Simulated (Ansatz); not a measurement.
# SnTe3: convergence and cost

Aim, for SnTe3: see how the occupation rule and width moves the results.

Method: DFT PBE, scalar-relativistic, plane waves, PAW, in Ansatz 0.2.0.

**1. The structure to begin with**

Symmetry: Fm-3m, No. 225, cubic system. The conventional cell has a = 7.722 Å, b = 7.722 Å, c = 7.722 Å, α = 90.00°, β = 90.00°, γ = 90.00°. Sn (site symmetry m-3m) is surrounded by 8 Te at 3.34 Å. Te (site symmetry -43m) has 4 Sn at 3.34 Å and 4 Te at 3.34 Å as nearest neighbours. Te (site symmetry m-3m) has 8 Te at 3.34 Å as nearest neighbours.

Coordinates:

```cif
data_structure
_symmetry_space_group_name_H-M 'Fm-3m'
_symmetry_Int_Tables_number 225
_cell_length_a 7.7224
_cell_length_b 7.7224
_cell_length_c 7.7224
_cell_angle_alpha 90.000
_cell_angle_beta 90.000
_cell_angle_gamma 90.000
_cell_volume 460.54
loop_
_atom_site_label
_atom_site_type_symbol
_atom_site_symmetry_multiplicity
_atom_site_Wyckoff_symbol
_atom_site_fract_x
_atom_site_fract_y
_atom_site_fract_z
_atom_site_occupancy
Sn1 Sn 4 a 0.00000 0.00000 0.00000 1
Te1 Te 8 c 0.25000 0.75000 0.75000 1
Te2 Te 4 b 0.50000 0.00000 0.00000 1
```

The structure comes from the Materials Project (structure only); it is used as listed.

**2. The base input**

Input file input.yaml:

```yaml
crystal:
  lattice:
    - [0.0, 3.861219, 3.861219]
    - [3.861219, 0.0, 3.861219]
    - [3.861219, 3.861219, 0.0]
  atoms:
    - { symbol: Sn, position: [0.0, 0.0, 0.0] }
    - { symbol: Te, position: [0.25, 0.25, 0.25] }
    - { symbol: Te, position: [0.75, 0.75, 0.75] }
    - { symbol: Te, position: [0.5, 0.5, 0.5] }
basis:
  ecutwfc: 420
kpoints:
  mp_grid: { grid: [10, 10, 10] }
hamiltonian:
  xc: pbe
scf:
  occupations: { method: gaussian, width: 0.1 }
output:
  forces: true
  stress: true
  eigenvalues: true
  populations: true
```

It was run beforehand and gave: -6740.8600 eV/atom at zero smearing, pressure 0.00 GPa, largest force 0.000 eV/Å, no gap on the mesh, in 6 SCF cycles and 13 s.

**3. Occupation rule and width: Gaussian 0.01 eV**

Input file input.yaml:

```yaml
crystal:
  lattice:
    - [0.0, 3.861219, 3.861219]
    - [3.861219, 0.0, 3.861219]
    - [3.861219, 3.861219, 0.0]
  atoms:
    - { symbol: Sn, position: [0.0, 0.0, 0.0] }
    - { symbol: Te, position: [0.25, 0.25, 0.25] }
    - { symbol: Te, position: [0.75, 0.75, 0.75] }
    - { symbol: Te, position: [0.5, 0.5, 0.5] }
basis:
  ecutwfc: 420
kpoints:
  mp_grid: { grid: [10, 10, 10] }
hamiltonian:
  xc: pbe
scf:
  occupations: { method: gaussian, width: 0.01 }
output:
  forces: true
  stress: true
  eigenvalues: true
```

**4. Occupation rule and width set to Gaussian 0.02 eV**

input.yaml: that of step 3 with these lines changed.

```diff
@@ -17,3 +17,3 @@
 scf:
-  occupations: { method: gaussian, width: 0.01 }
+  occupations: { method: gaussian, width: 0.02 }
 output:
```

**5. Occupation rule and width: Gaussian 0.2 eV**

input.yaml: that of step 4 with these lines changed.

```diff
@@ -17,3 +17,3 @@
 scf:
-  occupations: { method: gaussian, width: 0.02 }
+  occupations: { method: gaussian, width: 0.2 }
 output:
```

**6. Occupation rule and width set to Fermi–Dirac 0.2 eV**

input.yaml: that of step 5 with these lines changed.

```diff
@@ -17,3 +17,3 @@
 scf:
-  occupations: { method: gaussian, width: 0.2 }
+  occupations: { method: fermi_dirac, width: 0.2 }
 output:
```

**7. Occupation rule and width set to Fermi–Dirac 0.3 eV**

input.yaml: that of step 6 with these lines changed.

```diff
@@ -17,3 +17,3 @@
 scf:
-  occupations: { method: fermi_dirac, width: 0.2 }
+  occupations: { method: fermi_dirac, width: 0.3 }
 output:
```

**8. Occupation rule and width set to Fermi–Dirac 0.5 eV**

input.yaml: that of step 7 with these lines changed.

```diff
@@ -17,3 +17,3 @@
 scf:
-  occupations: { method: fermi_dirac, width: 0.3 }
+  occupations: { method: fermi_dirac, width: 0.5 }
 output:
```

**9. Occupation rule and width: Methfessel–Paxton 0.1 eV**

input.yaml: that of step 8 with these lines changed.

```diff
@@ -17,3 +17,3 @@
 scf:
-  occupations: { method: fermi_dirac, width: 0.5 }
+  occupations: { method: methfessel_paxton, width: 0.1 }
 output:
```

**10. Occupation rule and width: Methfessel–Paxton 0.2 eV**

input.yaml: that of step 9 with these lines changed.

```diff
@@ -17,3 +17,3 @@
 scf:
-  occupations: { method: methfessel_paxton, width: 0.1 }
+  occupations: { method: methfessel_paxton, width: 0.2 }
 output:
```

**11. Occupation rule and width set to Methfessel–Paxton 0.3 eV**

input.yaml: that of step 10 with these lines changed.

```diff
@@ -17,3 +17,3 @@
 scf:
-  occupations: { method: methfessel_paxton, width: 0.2 }
+  occupations: { method: methfessel_paxton, width: 0.3 }
 output:
```

**12. Occupation rule and width: cold 0.01 eV**

input.yaml: that of step 11 with these lines changed.

```diff
@@ -17,3 +17,3 @@
 scf:
-  occupations: { method: methfessel_paxton, width: 0.3 }
+  occupations: { method: cold, width: 0.01 }
 output:
```

**13. Occupation rule and width set to cold 0.5 eV**

input.yaml: that of step 12 with these lines changed.

```diff
@@ -17,3 +17,3 @@
 scf:
-  occupations: { method: cold, width: 0.01 }
+  occupations: { method: cold, width: 0.5 }
 output:
```

**14. Occupation rule and width set to tetrahedron**

input.yaml: that of step 13 with these lines changed.

```diff
@@ -17,3 +17,3 @@
 scf:
-  occupations: { method: cold, width: 0.5 }
+  occupations: { method: tetrahedron }
 output:
```

(Steps that only read results are left out.)

Q: Predict the outcome of the series: the values and the trend.

The runs gave:

```
                                       quantity                              value
largest energy shift, occupation rule and width  -12.4 meV/atom at Fermi–Dirac 0.5
```

**Reading.** The free energy moves by up to 302 meV/atom (Fermi–Dirac 0.5), the energy extrapolated to zero width by up to 12.4. For the widths that shift F most, the extrapolation takes out most of the shift. In a metal, forces and stress under tetrahedra need not match the slope of their energy. The runs treat Te without spin-orbit coupling.
